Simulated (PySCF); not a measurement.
**BH8NOSi: electronic excitations and core binding energies**

What electronic excitations and core binding energies should BH8NOSi (`[NH3+][BH2-]O[SiH3]`) show?

Computed with PySCF 2.14.0, with density-fitted response routines of our own, on a single molecule in the gas phase. Atoms are numbered from 0 throughout.

### Step 1. The molecule as given

12 atoms, charge 0, multiplicity 1; geometry from: GFN2-xTB.

Bonds of the start (Å): N0–B1 1.69, B1–O2 1.42, O2–Si3 1.58, N0–H4 1.01, N0–H5 1.01, N0–H6 1.01, B1–H7 1.19, B1–H8 1.19, Si3–H9 1.47, Si3–H10 1.47, Si3–H11 1.47.

### Step 2. TDDFT and polarisability: CAM-B3LYP/def2-SVPD

What the job is given:

```
{"job": {"kind": "uv", "xc": "CAM-B3LYP", "basis": "def2-SVPD", "nstates": 8, "ntriplets": 3}, "charge": 0, "multiplicity": 1}
N      1.848780    -0.528930     0.272635
B      0.616289     0.448186    -0.338083
O     -0.507873    -0.031686     0.376876
Si    -2.067858     0.118605     0.609156
H      2.742991    -0.307002    -0.148362
H      1.583334    -1.488657     0.079971
H      1.870750    -0.379328     1.275541
H      0.590490     0.213195    -1.509073
H      0.939511     1.562616    -0.054151
H     -2.324784    -0.907832     1.627201
H     -2.440479     1.449899     1.109429
H     -2.849952    -0.149751    -0.606520
```

Method: TDDFT CAM-B3LYP/def2-SVPD, vertical, gas phase, core orbitals frozen in the response.

On the command line:

```sh
$ OMP_NUM_THREADS=1 python probes_run.py task.json out
```

The driver reads the jobs from task.json and runs them one after another.

Log:

```text
coarse grid: 9824 points
cycle   1  E = -448.7592367758  dE =  2.829e-01  |g| = 7.564e-01  |ddm| = 4.423e+00
cycle   2  E = -448.6532247254  dE =  1.060e-01  |g| = 1.091e+00  |ddm| = 1.864e+00
cycle   3  E = -448.8779927331  dE = -2.248e-01  |g| = 5.074e-02  |ddm| = 1.083e+00
cycle   4  E = -448.8785379475  dE = -5.452e-04  |g| = 1.721e-02  |ddm| = 1.704e-01
cycle   5  E = -448.8786136408  dE = -7.569e-05  |g| = 4.298e-03  |ddm| = 3.802e-02
cycle   6  E = -448.8786176506  dE = -4.010e-06  |g| = 1.539e-03  |ddm| = 8.325e-03
final grid: 88312 points
cycle   7  E = -448.9420681607  dE = -2.492e-05  |g| = 3.862e-03  |ddm| = 6.613e-02
cycle   8  E = -448.9420680653  dE =  9.546e-08  |g| = 4.098e-03  |ddm| = 9.350e-03
cycle   9  E = -448.9420714140  dE = -3.349e-06  |g| = 1.479e-04  |ddm| = 3.366e-03
cycle  10  E = -448.9420714211  dE = -7.183e-09  |g| = 1.011e-04  |ddm| = 6.464e-04
cycle  11  E = -448.9420714232  dE = -2.012e-09  |g| = 3.153e-05  |ddm| = 1.358e-04
cycle  12  E = -448.9420714234  dE = -2.085e-10  |g| = 8.247e-06  |ddm| = 5.054e-05
converged SCF energy = -448.9420714234

Static polarisability (au): isotropic 58.325, principal 54.237 55.745 64.993

Singlet excitations
state   eV       nm        f      main configurations
  1   6.0100    206.3   0.00512   H->L 0.95
  2   6.8585    180.8   0.00084   H->L+1 0.76, H->L+2 0.14
  3   7.0657    175.5   0.05047   H-1->L 0.82, H-1->L+1 0.09
  4   7.6094    162.9   0.00115   H->L+3 0.56, H->L+2 0.27
  5   7.6755    161.5   0.03541   H-1->L+1 0.46, H-1->L+2 0.19, H->L+4 0.18
  6   7.6906    161.2   0.05258   H->L+2 0.42, H->L+3 0.31, H->L+1 0.14
  7   7.8201    158.5   0.02716   H->L+4 0.77, H-1->L+1 0.11
  8   8.0879    153.3   0.05162   H->L+5 0.74

Triplet excitations (Tamm-Dancoff, eV): 5.9195 6.6267 6.8394
```

Wall time 34 s (1 thread of Arm Neoverse N1, shared host); peak memory 0.63 GiB.

Frontier orbitals and where they lie:

```
orbital      eV                         atoms
 HOMO−3  -10.93    Si3 22 %, H9 18 %, B1 14 %
 HOMO−2  -10.31  Si3 28 %, H11 18 %, H10 18 %
 HOMO−1   -9.29    O2 39 %, Si3 17 %, H9 14 %
   HOMO   -8.35     O2 36 %, B1 21 %, H8 13 %
   LUMO    0.46     B1 27 %, H4 17 %, N0 14 %
 LUMO+1    1.70     Si3 39 %, B1 12 %, H4 7 %
 LUMO+2    1.90  Si3 51 %, H11 13 %, H10 13 %
```

With each of the 8 states as a Gaussian band of 0.4 eV half-width at 1/e, the curve within the window shown has maxima at 206 nm (ε 210), 159 nm (ε 5,700) L/(mol cm). Beyond the last state computed it falls off for lack of states. The curve at chosen wavelengths:

(nm, ε (L/mol/cm)): (148, 1501), (151, 2868), (154, 4335), (158, 5620), (161, 5619), (164, 4871), (167, 3892), (171, 2982), (174, 2617), (177, 2274), (180, 1819), (184, 1129), (187, 694), (190, 401), (193, 244), (197, 180), (200, 186), (203, 202), (206, 210), (210, 195), (213, 168), (216, 134), (219, 99), (223, 60), (226, 38), (229, 23)

Leading natural transition orbitals of singlet state 6: the hole lies on O2 39 %; H7, H8 about 15 % each; H10, H11 about 11 % each; the particle on H10, H11 about 25 % each; H9 18 %; H7, H8 about 8 % each.

Leading natural transition orbitals of singlet state 1: the hole lies on O2 35 %; H7, H8 about 23 % each; B1 8 %; the particle on H4, H5, H6 about 23 % each; H7, H8 about 7 % each.

Further results of this job:

| property | computed |
| --- | --- |
| dipole moment (D) | 5.06 |
| polarisability (Å³) | 8.64 |
| HOMO–LUMO gap (eV) | 8.81 |
| −ε(HOMO) (eV) | 8.35 |

Orbitals, density, ELF and potential are computed afterwards from the orbital file.

Frontier orbitals at CAM-B3LYP/def2-SVPD, with the share of their density that lies nearest to each atom:

| orbital | energy (eV) | lies on |
| --- | --- | --- |
| HOMO | -8.35 | O2 36 %; H7, H8 about 21 % each; B1 7 % |
| LUMO | 0.46 | H4, H5, H6 about 25 % each |

ELF in a plane through or near 6 of the atoms.

Ten even steps from '0' (0.00) to '9' (1.00):
```
0000000000000000000000000000
0000000000000000000000000000
0000000000000000000110000000
0000000000000000037997300000
0000000000000000079999930000
0000001100000000079999950000
0000012233200131059999940000
0000022467610466237999710000
0000267741540788710223100000
0000799943772763716521100000
0000799988941886822512200000
0000389733309167631143200000
0000011001221122211221100000
0000000001255310000010000000
0000000000123210000000000000
0000000000001000000000000000
0000000000000000000000000000
0000000000000000000000000000
0000000000000000000000000000
0000000000000000000000000000
```
The map spans 10.8 Å across and 8.4 Å up, centred on the molecule. Atoms in the plane (x, y in Å): N0 (-1.9, 0.4), B1 (-0.6, -0.7), O2 (0.5, 0.1), Si3 (2.1, 0.2), H4 (-2.8, 0.0), H9 (2.4, 1.6).

log10 of the density (e/Å³) in the same plane.

Ten even steps from ' ' (-4.0) to '@' (2.1):
```
                                                        
                                    ........            
                                ....::::::::....        
              ..........    ....::::--------::::..      
          ..::::::::::::......::::--========--::..      
        ..::------==----::::------==++**++++==--::..    
      ..::----==++++++==--========++++****++==--::..    
      ..::====++******++==++++++++++******++==--::..    
    ..::--==++**######**++****##******##**++==--::..    
    ..::--++**####%%##**++**##%%##**%%@@##++==--::....  
      ::--++****************######**##%%**++==--::....  
      ..--====++++++++**@@********++++++++++==--::....  
        ::------==++++****++++++==============--::..    
          ..::::--==++++++++====--------------::::..    
            ..::----====++====--::::::::::::::::..      
              ..::------------::................        
              ....::::::::::::....                      
                  ............                          
                                                        
                                                        
```
The map spans 10.8 Å across and 8.4 Å up, centred on the molecule. Atoms in the plane (x, y in Å): N0 (-1.9, 0.4), B1 (-0.6, -0.7), O2 (0.5, 0.1), Si3 (2.1, 0.2), H4 (-2.8, 0.0), H9 (2.4, 1.6).

On the surface of density 0.002 e/bohr³ the electrostatic potential runs, from the 1st to the 99th percentile, from -1.08 to 2.56 V.

### Step 3. Core-electron binding energies: SCAN, X2C

The job, as its differences from that of step 2:

```diff
@@ -1,2 +1,2 @@
-{"job": {"kind": "uv", "xc": "CAM-B3LYP", "basis": "def2-SVPD", "nstates": 8, "ntriplets": 3}, "charge": 0, "multiplicity": 1}
+{"job": {"kind": "xps"}, "charge": 0, "multiplicity": 1}
 N      1.848780    -0.528930     0.272635
```

Method: delta-SCF UKS SCAN, pcX-2 on the ionised atom, pcseg-1 elsewhere, spin-free X2C.

Log:

```text
ground state, core basis on atom 0 (N), 131 functions
  cycle   1  E = -449.61928441  |g| = 7.77e-01
  cycle   2  E = -449.16410948  |g| = 1.68e+00
  cycle   3  E = -449.74428830  |g| = 1.32e-01
  cycle   4  E = -449.74698909  |g| = 7.56e-02
  cycle   5  E = -449.74813296  |g| = 1.73e-02
  cycle   6  E = -449.74820091  |g| = 4.58e-03
  cycle   7  E = -449.74820559  |g| = 7.58e-04
  cycle   8  E = -449.74820536  |g| = 1.90e-04
  E(ground) = -449.78543186 Eh
hole in N 1s of atom 0
  cycle   1  E = -434.08651061  |g| = 1.85e+00
  cycle   2  E = -428.63966909  |g| = 2.93e+00
  cycle   3  E = -434.48808402  |g| = 6.53e-01
  cycle   4  E = -434.70952376  |g| = 3.51e-01
  cycle   5  E = -434.73980063  |g| = 2.32e-01
  cycle   6  E = -434.75980036  |g| = 2.70e-02
  cycle   7  E = -434.76017985  |g| = 6.79e-03
  cycle   8  E = -434.76020395  |g| = 2.05e-03
  cycle   9  E = -434.76020544  |g| = 7.84e-04
  cycle  10  E = -434.76020494  |g| = 2.48e-04
  E(ion) = -434.79724982 Eh   <S^2> = 0.7643   hole on atom = 1.000   binding energy = 407.849 eV
ground state, core basis on atom 1 (B), 131 functions
  cycle   1  E = -449.73063712  |g| = 5.02e-02
  cycle   2  E = -449.73063099  |g| = 2.48e-02
  cycle   3  E = -449.73074505  |g| = 1.28e-02
  cycle   4  E = -449.73078571  |g| = 3.45e-03
  cycle   5  E = -449.73078909  |g| = 5.32e-04
  cycle   6  E = -449.73078787  |g| = 1.02e-04
  E(ground) = -449.77179527 Eh
hole in B 1s of atom 1
  cycle   1  E = -442.15248017  |g| = 1.17e+00
  cycle   2  E = -441.24458780  |g| = 1.65e+00
  cycle   3  E = -442.50639416  |g| = 2.99e-01
  cycle   4  E = -442.54003127  |g| = 1.89e-01
  cycle   5  E = -442.55280358  |g| = 7.10e-02
  cycle   6  E = -442.55480106  |g| = 1.08e-02
  cycle   7  E = -442.55485507  |g| = 6.99e-03
  cycle   8  E = -442.55488093  |g| = 3.74e-03
  cycle   9  E = -442.55489180  |g| = 1.29e-03
  cycle  10  E = -442.55489359  |g| = 3.21e-04
  E(ion) = -442.59681701 Eh   <S^2> = 0.7680   hole on atom = 1.000   binding energy = 195.241 eV
ground state, core basis on atom 2 (O), 131 functions
  cycle   1  E = -449.77046482  |g| = 1.07e-01
  cycle   2  E = -449.76886524  |g| = 1.13e-01
  cycle   3  E = -449.77062319  |g| = 5.08e-02
  cycle   4  E = -449.77105242  |g| = 4.11e-03
  cycle   5  E = -449.77105654  |g| = 6.34e-04
  cycle   6  E = -449.77105765  |g| = 1.86e-04
  E(ground) = -449.80630896 Eh
hole in O 1s of atom 2
  cycle   1  E = -429.21717488  |g| = 2.23e+00
  cycle   2  E = -428.85831347  |g| = 2.14e+00
  cycle   3  E = -430.00473423  |g| = 3.60e-01
  cycle   4  E = -430.03841970  |g| = 8.40e-02
  cycle   5  E = -430.04045125  |g| = 4.74e-02
  cycle   6  E = -430.04141030  |g| = 6.39e-03
  cycle   7  E = -430.04143027  |g| = 1.41e-03
  cycle   8  E = -430.04143129  |g| = 4.93e-04
  E(ion) = -430.07825389 Eh   <S^2> = 0.7609   hole on atom = 1.000   binding energy = 536.828 eV
ground state, core basis on atom 3 (Si), 142 functions
  cycle   1  E = -449.83806775  |g| = 3.01e-01
  cycle   2  E = -449.83504783  |g| = 1.62e-01
  cycle   3  E = -449.83421818  |g| = 1.70e-01
  cycle   4  E = -449.83957963  |g| = 1.42e-02
  cycle   5  E = -449.83961172  |g| = 1.47e-03
  cycle   6  E = -449.83961209  |g| = 5.65e-04
  cycle   7  E = -449.83961196  |g| = 1.63e-04
  E(ground) = -449.83649750 Eh
hole in Si 1s of atom 3
  cycle   1  E = -380.93317840  |g| = 4.35e+00
  cycle   2  E = -379.81849656  |g| = 2.36e+00
  cycle   3  E = -381.04740455  |g| = 1.22e+00
  cycle   4  E = -381.94688819  |g| = 2.57e-01
  cycle   5  E = -381.94617098  |g| = 2.86e-01
  cycle   6  E = -381.97519436  |g| = 6.97e-02
  cycle   7  E = -381.97723979  |g| = 1.50e-02
  cycle   8  E = -381.97733766  |g| = 6.31e-03
  cycle   9  E = -381.97735450  |g| = 1.42e-03
  cycle  10  E = -381.97735579  |g| = 3.07e-04
  E(ion) = -381.98308485 Eh   <S^2> = 0.7520   hole on atom = 1.000   binding energy = 1846.385 eV
hole in Si 2p of atom 3
  cycle   1  E = -445.59259510  |g| = 1.23e+00
  cycle   2  E = -445.60360640  |g| = 9.78e-01
  cycle   3  E = -445.87117966  |g| = 2.77e-01
  cycle   4  E = -445.89678399  |g| = 1.40e-01
  cycle   5  E = -445.90391067  |g| = 3.14e-02
  cycle   6  E = -445.90435085  |g| = 8.52e-03
  cycle   7  E = -445.90437662  |g| = 3.78e-03
  cycle   8  E = -445.90438255  |g| = 9.11e-04
  cycle   9  E = -445.90438253  |g| = 1.20e-04
  E(ion) = -445.91351627 Eh   <S^2> = 0.7513   hole on atom = 1.002   binding energy = 106.750 eV
  2p3/2 = 106.501 eV   2p1/2 = 107.126 eV
```

Run time: 61 s. Hardware: 1 thread of Arm Neoverse N1, shared host; peak memory 0.49 GiB.

The holes in one table. −ε is the ground-state orbital energy:

```
       hole  stands for                       environment  ΔSCF (eV; 2p as the shell's mean)  −ε (eV)   ⟨S²⟩
  N1s on N0          N0  donor nitrogen of a Lewis adduct                             407.85    388.0  0.764
  B1s on B1          B1         boron bonded to N, O, 2 H                             195.24    179.3  0.768
  O1s on O2          O2            oxygen bonded to B, Si                             536.83    515.3  0.761
Si1s on Si3         Si3          silicon bonded to O, 3 H                            1846.39   1792.8  0.752
Si2p on Si3         Si3          silicon bonded to O, 3 H                             106.71     95.6  0.751
```

With the spin-orbit splitting: Si3 2p3/2 106.50, 2p1/2 107.13 eV. The table gives each 2p level as the mean over the whole 2p shell (two parts 2p3/2, one part 2p1/2), which differs a little from the single hole in the log.

### Step 4. What came out

| quantity | value |
| --- | --- |
| lowest singlet (CAM-B3LYP/def2-SVPD) | 6.01 eV (206 nm), f = 0.005 |
| brightest single state of those computed | state 6, 7.69 eV, f = 0.053 |
| lowest triplet | 5.92 eV |
| surface potential, 1st and 99th percentile | -1.08 V and 2.56 V |
| N1s binding energies, SCAN/pcX-2 | N0 407.85 eV |
| B1s binding energies, SCAN/pcX-2 | B1 195.24 eV |
| O1s binding energies, SCAN/pcX-2 | O2 536.83 eV |
| Si1s binding energies, SCAN/pcX-2 | Si3 1846.39 eV |
| Si2p binding energies, SCAN/pcX-2 | Si3 106.71 eV |

In words: The first singlet state (HOMO→LUMO 0.95) lies at 6.01 eV and is weak; of the 8 states computed, the strongest absorption comes from states 5 to 6 together at 7.69 eV (the last state computed is bright too, and its partners may lie past the list). The lowest triplet lies 0.09 eV below the lowest singlet (triplets in Tamm-Dancoff, singlets in full TDDFT).
